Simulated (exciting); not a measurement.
# SrCo: single point with PBE

SrCo:

```
CELL_PARAMETERS angstrom
0.00000 2.59132 2.59132
2.59132 0.00000 2.59132
2.59132 2.59132 0.00000
ATOMIC_POSITIONS crystal
Sr 0.00000 0.00000 0.00000
Co 0.50000 0.50000 0.50000
```

The cell was built by a generator and needn't be a form met in nature.

```json
{
  "Program": "exciting (release sodium)",
  "Task": "single point",
  "Functional": "PBE",
  "Potentials or basis": "all-electron LAPW+lo, shipped species files, valence relativity iora*",
  "rgkmax": "9",
  "k mesh": "9 × 9 × 9",
  "Occupations": "fermi-dirac, width 0.05 eV",
  "Spin": "collinear spin, ferromagnetic start"
}
```

The band gap on the k mesh is none (metal or under the smearing width) and the net moment is 0.64 μB per cell. The site moments are Sr -0.01; Co +0.68 μB and the all electrons inside the program's atomic spheres are Sr 35.76; Co 25.44 (radii Sr 2.3, Co 2.0 bohr).

Levels at points of the mesh, in eV from the Fermi level:
Spin up:
```csv
k point,band 11,band 12,band 13,band 14,band 15,band 16
"(0.00, 0.00, 0.00)",-1.74,-1.74,-1.74,5.69,5.69,5.69
```
Spin down:
```tsv
k point	band 11	band 12	band 13	band 14	band 15	band 16
(0.00, 0.00, 0.00)	-1.42	-1.21	-1.21	5.78	5.78	5.78
```

Run time: 8.4 min on 1 thread of AMD EPYC 7R43 64-Core Processor (Zen 3), with other jobs on the host, peak memory 0.18 GiB.

Caveat: the log's total energy holds no entropy term; the free energy is that total less TS from the occupations.
